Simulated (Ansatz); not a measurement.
**ClFH3N2Nb: a ladder of functionals and wavefunction methods**

The task here is to estimate one member of a computed series from the others.

Method: functionals in def2-TZVPP, the program's frozen cores in correlated methods; program: Ansatz 0.2.0, Gaussian basis.

The runs, in order: LDA (SPW92), PBE-D4, revPBE-D4, BLYP-D4, r2SCAN-D4, B97M-V, PBE0-D4, B3LYP-D4, r2SCANh-D4, r2SCAN0-D4, HSE06-D4, BHLYP-D4, CAM-B3LYP-D4, LC-ωPBE, ωB97X-V, ωB97M-V, B2PLYP, PBE-QIDH; CCSD(T)/def2-SVP; CCSD(T)/def2-TZVPP; MP2/def2-QZVPP; extrapolation to the limit; RPA on PBE.

## Structure used throughout

An earlier PBE0-D4 in a triple-zeta def2 set relaxation fixed the geometry. Nb takes the def2 core potential; no spin-orbit term is included.

SMILES `[NH]=[Nb]([NH2])([F])[Cl]`, 8 atoms, charge 0, spin multiplicity 1.

Atoms are counted from 1 here; the program's logs count them from 0.

Bond lengths: N1–Nb2 1.735 Å, N1–H6 1.009 Å, Nb2–N3 1.948 Å, Nb2–F4 1.879 Å, Nb2–Cl5 2.315 Å, N3–H7 1.008 Å, N3–H8 1.012 Å. Angles: Nb2–N1–H6 172.4°, N1–Nb2–N3 102.8°, N1–Nb2–F4 110.8°, N1–Nb2–Cl5 110.2°, N3–Nb2–F4 110.8°, N3–Nb2–Cl5 110.5°, F4–Nb2–Cl5 111.4°, Nb2–N3–H7 126.7°, Nb2–N3–H8 122.4°, H7–N3–H8 110.8°.

Coordinates:

```
N    -0.95394    1.17888    0.66905
Nb   -0.23384    0.18233   -0.55485
N     0.83756   -1.07022    0.48288
F    -1.55350   -0.72524   -1.53778
Cl    1.11777    1.45949   -1.93360
H    -1.44525    1.81249    1.28191
H     0.93745   -1.09140    1.48563
H     1.38595   -1.80344    0.05096
```

Set-up of the first run:

in.yaml reads:

```yaml
crystal:
  periodic: [false, false, false]
  atoms:
    - {symbol: N, position_ang: [-0.953942, 1.178880, 0.669055]}
    - {symbol: Nb, position_ang: [-0.233839, 0.182333, -0.554848]}
    - {symbol: N, position_ang: [0.837559, -1.070222, 0.482880]}
    - {symbol: F, position_ang: [-1.553498, -0.725241, -1.537781]}
    - {symbol: Cl, position_ang: [1.117772, 1.459495, -1.933601]}
    - {symbol: H, position_ang: [-1.445250, 1.812493, 1.281906]}
    - {symbol: H, position_ang: [0.937450, -1.091401, 1.485631]}
    - {symbol: H, position_ang: [1.385948, -1.803437, 0.050957]}
basis:
  gaussian: {orbitals: def2-TZVPP}
hamiltonian: {xc: lda}
output: {orbitals: {seedname: orbitals}}
```

Launch:

```console
> ansatz run in.yaml --threads 4 --pin off --events-out ev --progress --plain --max-ram 10444MiB
```

Steps of the session up to this table: LDA; PBE-D4 (GGA); revPBE-D4 (GGA); BLYP-D4 (GGA); r2SCAN-D4 (meta-GGA); B97M-V (meta-GGA); PBE0-D4 (hybrid); B3LYP-D4 (hybrid); r2SCANh-D4 (hybrid); r2SCAN0-D4 (hybrid); HSE06-D4 (hybrid); BHLYP-D4 (hybrid); CAM-B3LYP-D4 (range-separated); LC-ωPBE (range-separated); ωB97X-V (range-separated); ωB97M-V (range-separated); B2PLYP (double hybrid); PBE-QIDH (double hybrid).

One of the session's tables, all rows but one given; the rest of the session is left out.

It belongs to the step «Orbital energies across the functionals». 

| functional | HOMO (eV) | LUMO (eV) | gap (eV) |
| --- | --- | --- | --- |
| LDA (SPW92) | -7.09 | -2.63 | 4.47 |
| PBE-D4 | -6.89 | -2.39 | 4.50 |
| revPBE-D4 | -6.82 | -2.30 | 4.52 |
| BLYP-D4 | -6.75 | -2.29 | 4.46 |
| r2SCAN-D4 | -7.20 | -2.29 | 4.92 |
| B97M-V | -7.23 | -2.25 | 4.97 |
| PBE0-D4 | -8.29 | -1.58 | 6.71 |
| B3LYP-D4 | -8.03 | -1.81 | 6.21 |
| r2SCANh-D4 | -7.72 | -1.98 | 5.74 |
| r2SCAN0-D4 | -8.50 | -1.51 | 6.99 |
| HSE06-D4 | -7.88 | -1.96 | 5.93 |
| BHLYP-D4 | -9.53 | -0.63 | 8.89 |
| CAM-B3LYP-D4 | ? | ? | ? |
| LC-ωPBE | -11.05 | 0.69 | 11.74 |
| ωB97X-V | -10.67 | 0.60 | 11.27 |
| ωB97M-V | -10.56 | 0.51 | 11.08 |

Estimate the missing values for CAM-B3LYP-D4.

As computed: HOMO (eV): -9.66; LUMO (eV): -0.49; gap (eV): 9.17. In the column «HOMO (eV)» it lies between ωB97M-V (-10.56) and BHLYP-D4 (-9.53).
